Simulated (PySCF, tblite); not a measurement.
# C7H16N2Si: infrared bands and NMR shifts in gas and solvents

Aim: compute the infrared bands and NMR shifts of C7H16N2Si (`CC(C)C1=NN([SiH3])C[C@@H]1C`), and see what a dielectric continuum does where one was used.

Programs: tblite 0.8.0 and PySCF 2.14.0, with density-fitted response routines of our own. Each step states its level of theory. These are calculated values for one molecule, in the gas phase or a continuum, unless marked as measured. Atoms are numbered from 0 throughout.

**1. Starting geometry**

26 atoms, charge 0, multiplicity 1; geometry from: force field or distance geometry start.

Bonds of the start (Å): C0–C1 1.53, C1–C2 1.52, C1–C3 1.51, C3–N4 1.32, N4–N5 1.36, N5–Si6 1.75, N5–C7 1.44, C7–C8 1.53, C8–C9 1.52, C8–C3 1.50, C0–H10 1.11, C0–H11 1.09, C0–H12 1.10, C1–H13 1.09, C2–H14 1.10, C2–H15 1.11, C2–H16 1.09, Si6–H17 1.48, Si6–H18 1.48, Si6–H19 1.49, C7–H20 1.09, C7–H21 1.09, C8–H22 1.08, C9–H23 1.10, C9–H24 1.10, C9–H25 1.09.

**2. Optimising the geometry with GFN2-xTB**

The job: settings as JSON, then the geometry in Å.

```
{"job": {"kind": "relax", "xc": "GFN2-xTB", "basis": "xTB"}, "charge": 0, "multiplicity": 1}
C     -2.158400    -1.767300    -0.422000
C     -1.780900    -0.287700    -0.363700
C     -2.505600     0.425200     0.770800
C     -0.285500    -0.151600    -0.170400
N      0.350600    -0.677000     0.854100
N      1.664700    -0.381600     0.660700
Si     2.925400    -0.919100     1.753000
C      1.956100     0.263400    -0.596200
C      0.573000     0.610400    -1.137800
C      0.272700     2.102800    -1.058600
H     -3.238900    -1.874800    -0.634200
H     -1.614200    -2.281600    -1.210800
H     -1.959300    -2.280800     0.530800
H     -2.035400     0.177000    -1.311300
H     -2.221100     1.490600     0.818600
H     -3.600100     0.390400     0.620000
H     -2.298500    -0.015600     1.747200
H      4.220700    -0.404600     1.257000
H      2.979900    -2.402300     1.771000
H      2.685900    -0.384800     3.125300
H      2.444300    -0.455200    -1.256200
H      2.594100     1.135700    -0.460800
H      0.430200     0.247200    -2.144200
H     -0.740700     2.315100    -1.423200
H      0.346300     2.481400    -0.031600
H      0.973600     2.667500    -1.674000
```

The run is started by

```
$ OMP_NUM_THREADS=1 python probes_run.py task.json out
```

One launch serves the whole session: the jobs run in the order shown.

Output:

```text
step      E/eV     max force
  0    -836.38627    3.150
  1    -836.53324    1.681
  2    -836.56369    0.539
  3    -836.57400    0.251
  4    -836.58051    0.168
  5    -836.58429    0.167
  6    -836.58924    0.144
  7    -836.59227    0.102
  8    -836.59473    0.100
  9    -836.59689    0.127
 10    -836.59917    0.139
 11    -836.60109    0.096
 12    -836.60262    0.074
 13    -836.60392    0.080
 14    -836.60517    0.094
 15    -836.60637    0.095
 16    -836.60747    0.084
 17    -836.60847    0.076
 18    -836.60946    0.076
 19    -836.61045    0.085
 20    -836.61154    0.087
 21    -836.61290    0.082
 22    -836.61456    0.098
 23    -836.61623    0.122
 24    -836.61765    0.104
 25    -836.61884    0.058
 26    -836.61998    0.077
 27    -836.62107    0.076
 28    -836.62191    0.064
 29    -836.62249    0.058
 30    -836.62298    0.044
 31    -836.62349    0.053
 32    -836.62400    0.050
 33    -836.62445    0.046
 34    -836.62487    0.040
 35    -836.62529    0.053
 36    -836.62570    0.049
 37    -836.62608    0.039
 38    -836.62642    0.044
 39    -836.62671    0.040
 40    -836.62694    0.038
 41    -836.62710    0.024
 42    -836.62721    0.023
 43    -836.62731    0.024
 44    -836.62740    0.021
 45    -836.62746    0.017
 46    -836.62752    0.019
 47    -836.62759    0.020
 48    -836.62770    0.030
 49    -836.62783    0.031
 50    -836.62795    0.022
 51    -836.62806    0.018
 52    -836.62817    0.028
 53    -836.62828    0.029
 54    -836.62836    0.018
 55    -836.62843    0.017
 56    -836.62850    0.019
 57    -836.62858    0.024
 58    -836.62866    0.022
 59    -836.62873    0.017
 60    -836.62879    0.016
 61    -836.62885    0.021
 62    -836.62891    0.021
 63    -836.62898    0.016
 64    -836.62903    0.014
 65    -836.62908    0.014
 66    -836.62913    0.015
 67    -836.62918    0.016
 68    -836.62923    0.016
 69    -836.62927    0.012
 70    -836.62931    0.013
 71    -836.62934    0.012
 72    -836.62939    0.016
 73    -836.62945    0.019
 74    -836.62952    0.021
 75    -836.62959    0.018
 76    -836.62965    0.016
 77    -836.62969    0.014
 78    -836.62973    0.019
 79    -836.62978    0.019
 80    -836.62983    0.015
 81    -836.62986    0.015
 82    -836.62990    0.015
 83    -836.62994    0.022
 84    -836.62999    0.022
 85    -836.63005    0.016
 86    -836.63012    0.020
 87    -836.63019    0.020
 88    -836.63028    0.022
 89    -836.63037    0.019
 90    -836.63044    0.024
 91    -836.63051    0.020
 92    -836.63057    0.018
 93    -836.63062    0.016
 94    -836.63067    0.016
 95    -836.63072    0.016
 96    -836.63077    0.019
 97    -836.63085    0.022
 98    -836.63094    0.019
 99    -836.63100    0.013
100    -836.63105    0.012
101    -836.63110    0.018
102    -836.63116    0.018
103    -836.63122    0.015
104    -836.63127    0.017
105    -836.63132    0.017
106    -836.63136    0.017
107    -836.63142    0.015
108    -836.63147    0.017
109    -836.63153    0.016
110    -836.63160    0.017
111    -836.63170    0.024
112    -836.63186    0.031
113    -836.63206    0.032
114    -836.63226    0.030
115    -836.63246    0.031
116    -836.63265    0.030
117    -836.63287    0.032
118    -836.63307    0.035
119    -836.63328    0.024
120    -836.63348    0.026
121    -836.63363    0.025
122    -836.63380    0.026
123    -836.63393    0.027
124    -836.63407    0.030
125    -836.63427    0.028
126    -836.63463    0.043
127    -836.63495    0.047
128    -836.63539    0.035
129    -836.63581    0.041
130    -836.63620    0.047
131    -836.63629    0.089
132    -836.63667    0.039
133    -836.63686    0.031
134    -836.63719    0.032
135    -836.63740    0.039
136    -836.63769    0.046
137    -836.63798    0.027
138    -836.63826    0.030
139    -836.63848    0.026
140    -836.63865    0.047
141    -836.63890    0.035
142    -836.63925    0.029
143    -836.63954    0.027
144    -836.63981    0.028
145    -836.64002    0.034
146    -836.64020    0.033
147    -836.64039    0.034
148    -836.64065    0.036
149    -836.64096    0.044
150    -836.64128    0.044
151    -836.64159    0.036
152    -836.64190    0.034
153    -836.64218    0.034
154    -836.64241    0.030
155    -836.64258    0.033
156    -836.64273    0.020
157    -836.64288    0.019
158    -836.64298    0.018
159    -836.64311    0.020
160    -836.64323    0.021
161    -836.64338    0.022
162    -836.64355    0.029
163    -836.64371    0.028
164    -836.64386    0.024
165    -836.64403    0.025
166    -836.64422    0.025
167    -836.64440    0.029
168    -836.64455    0.023
169    -836.64467    0.021
170    -836.64478    0.020
171    -836.64489    0.020
172    -836.64499    0.019
173    -836.64508    0.020
174    -836.64521    0.030
175    -836.64542    0.038
176    -836.64567    0.038
177    -836.64592    0.030
178    -836.64616    0.032
179    -836.64645    0.038
180    -836.64662    0.064
181    -836.64726    0.046
182    -836.64784    0.040
183    -836.64841    0.037
184    -836.64858    0.029
185    -836.64887    0.030
186    -836.64898    0.031
187    -836.64906    0.024
188    -836.64914    0.018
189    -836.64919    0.013
190    -836.64923    0.021
191    -836.64926    0.019
192    -836.64931    0.016
193    -836.64934    0.016
194    -836.64937    0.018
195    -836.64940    0.017
196    -836.64944    0.015
197    -836.64948    0.012
198    -836.64952    0.013
199    -836.64956    0.016
200    -836.64961    0.020
201    -836.64967    0.023
202    -836.64975    0.024
203    -836.64984    0.030
204    -836.64992    0.024
205    -836.64999    0.018
206    -836.65006    0.014
207    -836.65012    0.015
208    -836.65019    0.018
209    -836.65024    0.015
210    -836.65029    0.011
211    -836.65033    0.011
212    -836.65037    0.013
213    -836.65039    0.009
```

Wall time 2.3 s (1 thread of Arm Neoverse V1, shared host); peak memory 0.18 GiB.

Relaxation path: (not every step is listed)

| step | energy from step 0 (eV) | largest force (eV/Å) |
| --- | --- | --- |
| 0 | 0.0000 | 3.1496 |
| 1 | -0.1470 | 1.6812 |
| 2 | -0.1774 | 0.5389 |
| 3 | -0.1877 | 0.2510 |
| 4 | -0.1942 | 0.1683 |
| 5 | -0.1980 | 0.1672 |
| 6 | -0.2030 | 0.1436 |
| 7 | -0.2060 | 0.1015 |
| 8 | -0.2085 | 0.0999 |
| 28 | -0.2356 | 0.0636 |
| 48 | -0.2414 | 0.0302 |
| 68 | -0.2430 | 0.0162 |
| 88 | -0.2440 | 0.0222 |
| 108 | -0.2452 | 0.0172 |
| 128 | -0.2491 | 0.0346 |
| 148 | -0.2544 | 0.0364 |
| 168 | -0.2583 | 0.0230 |
| 188 | -0.2629 | 0.0184 |
| 208 | -0.2639 | 0.0180 |
| 209 | -0.2640 | 0.0152 |
| 210 | -0.2640 | 0.0114 |
| 211 | -0.2641 | 0.0110 |
| 212 | -0.2641 | 0.0127 |
| 213 | -0.2641 | 0.0093 |

Close pairs (by a distance rule), those that changed most:

```csv
bond,before (Å),after (Å),change (Å)
C3–N4,1.315,1.273,-0.043
Si6–H19,1.492,1.453,-0.039
N5–Si6,1.753,1.723,-0.029
N5–C7,1.442,1.464,+0.021
C3–C8,1.501,1.522,+0.021
C0–H10,1.106,1.088,-0.019
C1–C3,1.514,1.496,-0.018
C2–H15,1.105,1.088,-0.017
```

The final coordinates are the input of the step that follows.

**3. Vibrational analysis with GFN2-xTB**

The job: settings as JSON, then the geometry in Å.

```
{"job": {"kind": "ir", "xc": "GFN2-xTB", "basis": "xTB"}, "charge": 0, "multiplicity": 1}
C     -2.195401    -1.726994    -0.276245
C     -1.770309    -0.257516    -0.304958
C     -2.439234     0.513665     0.836134
C     -0.282565    -0.152856    -0.190926
N      0.375190    -0.658640     0.774187
N      1.699508    -0.426232     0.643033
Si     2.855071    -1.033641     1.767962
C      1.985240     0.290419    -0.600602
C      0.597527     0.580200    -1.193110
C      0.266934     2.070398    -1.255043
H     -3.277623    -1.808538    -0.349552
H     -1.748400    -2.270763    -1.105710
H     -1.865130    -2.182846     0.652772
H     -2.075762     0.182371    -1.261126
H     -2.163745     1.565475     0.802757
H     -3.521902     0.436100     0.762069
H     -2.118602     0.102202     1.789434
H      3.744135     0.080710     2.122159
H      3.668840    -2.091362     1.149979
H      2.064499    -1.520549     2.885892
H      2.597562    -0.338529    -1.254141
H      2.543391     1.203877    -0.378823
H      0.484044     0.145795    -2.191671
H     -0.752352     2.220999    -1.604232
H      0.364797     2.518819    -0.268306
H      0.943241     2.580050    -1.938660
```

Output:

```text
mode    cm-1     km/mol
  1      25.1      1.05
  2      26.4      1.64
  3      62.2      0.02
  4     102.0      1.35
  5     120.7      0.31
  6     160.7      1.81
  7     203.2      1.37
  8     204.1      0.14
  9     226.2      0.22
 10     238.5      0.04
 11     273.8      0.23
 12     331.5      0.89
 13     368.2      1.29
 14     385.3      1.19
 15     466.1     11.62
 16     487.0      9.73
 17     563.2     59.91
 18     582.0     56.51
 19     617.9      9.38
 20     658.8      5.40
 21     737.1    200.83
 22     774.7    330.90
 23     823.2    171.54
 24     829.0    158.97
 25     877.8     28.09
 26     919.6      2.16
 27     933.3      2.47
 28     945.3      2.60
 29     949.4      2.41
 30     984.1      0.28
 31    1039.9     27.58
 32    1088.1     16.12
 33    1103.5      0.21
 34    1117.9     87.30
 35    1123.1      4.15
 36    1135.6      1.19
 37    1148.1     26.23
 38    1182.5     26.30
 39    1187.0     77.26
 40    1205.1     47.13
 41    1264.0     60.60
 42    1298.9     64.19
 43    1307.9      3.45
 44    1328.6     94.39
 45    1360.7     21.91
 46    1395.5      3.03
 47    1407.6      2.35
 48    1409.7      2.93
 49    1483.9      0.61
 50    1487.2      1.52
 51    1494.0      0.98
 52    1496.0      1.54
 53    1500.7      3.88
 54    1503.7      3.67
 55    1507.3      5.12
 56    1678.9     41.96
 57    2183.1    409.93
 58    2214.8    260.57
 59    2350.2    247.60
 60    2912.1     18.38
 61    2924.7     29.94
 62    2927.9     94.53
 63    2951.0     45.43
 64    3021.6     46.75
 65    3024.1      3.64
 66    3029.0     29.59
 67    3030.0    104.06
 68    3032.7     47.85
 69    3033.9      1.52
 70    3034.1     41.09
 71    3050.7     12.52
 72    3056.6     31.91
```

Wall time 1.4 s (1 thread of Arm Neoverse V1, shared host); peak memory 0.18 GiB.

The strongest bands and the atoms that carry them (share of the mass-weighted mode):

```
cm⁻¹  km/mol                                 atoms
 737   200.8                    H19 58 %, H17 29 %
 775   330.9          H18 40 %, H19 29 %, H17 20 %
 823   171.5           H17 24 %, H18 23 %, C8 11 %
 829   159.0  H17 22 %, H18 21 %, C8 11 %, N4 10 %
2183   409.9                    H18 74 %, H17 22 %
2215   260.6                    H17 75 %, H18 23 %
2350   247.6                              H19 97 %
3030   104.1          H10 41 %, H15 34 %, H11 16 %
```

**4. Geometry optimisation at PBE0-D3(BJ)/def2-SVP**

The job: settings as JSON, then the geometry in Å.

```
{"job": {"xc": "PBE0", "basis": "def2-SVP", "d3": "d3bj", "grid": 1, "shake": 0.01, "kind": "geom"}, "charge": 0, "multiplicity": 1}
C     -2.174990    -1.752550    -0.272060
C     -1.775990    -0.262040    -0.307110
C     -2.459430     0.511350     0.827480
C     -0.249340    -0.150600    -0.194450
N      0.372380    -0.665320     0.763640
N      1.695600    -0.421410     0.640650
Si     2.864650    -1.035640     1.768200
C      2.000700     0.295870    -0.605650
C      0.595700     0.585610    -1.173760
C      0.264240     2.067960    -1.245020
H     -3.286490    -1.811460    -0.340730
H     -1.742600    -2.269850    -1.099010
H     -1.893410    -2.172630     0.643180
H     -2.092450     0.185140    -1.254120
H     -2.168190     1.554710     0.803020
H     -3.522430     0.450160     0.769540
H     -2.116660     0.113320     1.787380
H      3.734880     0.086550     2.127980
H      3.666690    -2.099190     1.152270
H      2.039560    -1.513650     2.890810
H      2.581170    -0.337920    -1.263780
H      2.550960     1.183540    -0.387970
H      0.491140     0.157360    -2.213250
H     -0.757330     2.224280    -1.610320
H      0.380700     2.506910    -0.264760
H      0.932760     2.594110    -1.938880
```

Output:

```text
step   0  E = -674.41728492  max force = 0.051314
step   1  E = -674.42824994  max force = 0.007927
step   2  E = -674.42862246  max force = 0.002932
step   3  E = -674.42869111  max force = 0.002191
step   4  E = -674.42876791  max force = 0.001192
step   5  E = -674.42888663  max force = 0.001184
step   6  E = -674.42920591  max force = 0.005092
step   7  E = -674.42932525  max force = 0.005775
step   8  E = -674.42962815  max force = 0.002287
step   9  E = -674.42974488  max force = 0.000589
step  10  E = -674.42977084  max force = 0.000819
step  11  E = -674.42985288  max force = 0.001076
step  12  E = -674.42992526  max force = 0.001040
step  13  E = -674.42995812  max force = 0.000387
step  14  E = -674.42997034  max force = 0.000243
optimisation converged
```

It took 8.1 min on 1 thread of Arm Neoverse V1, shared host; peak memory 0.97 GiB.

Along the way:

| step | energy from step 0 (eV) | largest force component (eV/Å) |
| --- | --- | --- |
| 0 | 0.0000 | 2.6387 |
| 1 | -0.2984 | 0.4076 |
| 2 | -0.3085 | 0.1508 |
| 3 | -0.3104 | 0.1127 |
| 4 | -0.3125 | 0.0613 |
| 5 | -0.3157 | 0.0609 |
| 6 | -0.3244 | 0.2618 |
| 7 | -0.3276 | 0.2970 |
| 8 | -0.3359 | 0.1176 |
| 9 | -0.3391 | 0.0303 |
| 10 | -0.3398 | 0.0421 |
| 11 | -0.3420 | 0.0553 |
| 12 | -0.3440 | 0.0535 |
| 13 | -0.3449 | 0.0199 |
| 14 | -0.3452 | 0.0125 |

Close pairs (by a distance rule), those that changed most:

```csv
bond,before (Å),after (Å),change (Å)
C0–H12,1.046,1.100,+0.055
C2–H15,1.066,1.102,+0.035
C7–H21,1.067,1.101,+0.034
C0–H11,1.067,1.100,+0.033
Si6–H18,1.468,1.499,+0.032
C3–C8,1.488,1.519,+0.030
C1–C3,1.535,1.505,-0.030
Si6–H17,1.465,1.494,+0.029
```

The next job starts from the end point, and lists it.

```csv
at the end point,value
point group (found at 0.08 Å tolerance),C1
"rotational constants (GHz, main isotopes)","1.613, 0.757, 0.601"
dipole moment (D),2.24
```

[end of part 1 of 3]
